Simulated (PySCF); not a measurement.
# C6H12O (3-methyl-2-pentanone): the cost of one run

Computed with PySCF 2.14.0 and routines of our own; the level stands in each step. Atoms count from 0.

## Step 1: The starting structure

19 atoms, charge 0, multiplicity 1; geometry from: GFN2-xTB.

## Step 2: Relaxing the molecule at PBE0-D3(BJ)/def2-SVP

What the job is given:

```
{"job": {"xc": "PBE0", "basis": "def2-SVP", "d3": "d3bj", "grid": 2, "kind": "geom"}, "charge": 0, "multiplicity": 1}
C     -1.987259     0.892098    -0.597021
C     -1.424685    -0.385262     0.014527
C      0.025425    -0.206358     0.472373
C      0.511404    -1.441668     1.239330
C      0.947093    -0.032038    -0.726964
C      2.053236     0.972971    -0.529299
O      0.815871    -0.664197    -1.743516
H     -1.952502     1.710955     0.119707
H     -1.413935     1.177011    -1.476492
H     -3.021601     0.743610    -0.897551
H     -1.456730    -1.186335    -0.725738
H     -2.037073    -0.683142     0.868399
H      0.101087     0.671821     1.121116
H     -0.117054    -1.614176     2.110201
H      0.465385    -2.317781     0.596562
H      1.538565    -1.312976     1.575010
H      2.561674     0.791836     0.414850
H      1.617848     1.970275    -0.492561
H      2.763448     0.922607    -1.350392
```

Launch:

```
$ OMP_NUM_THREADS=1 python excited_run.py task.json out
```

The driver reads the jobs from task.json and runs them one after another.

Q: Estimate the wall time and peak memory of this first job on 1 thread of Arm Neoverse V2, shared host.

About 59 s, with a peak of 0.8 GiB.
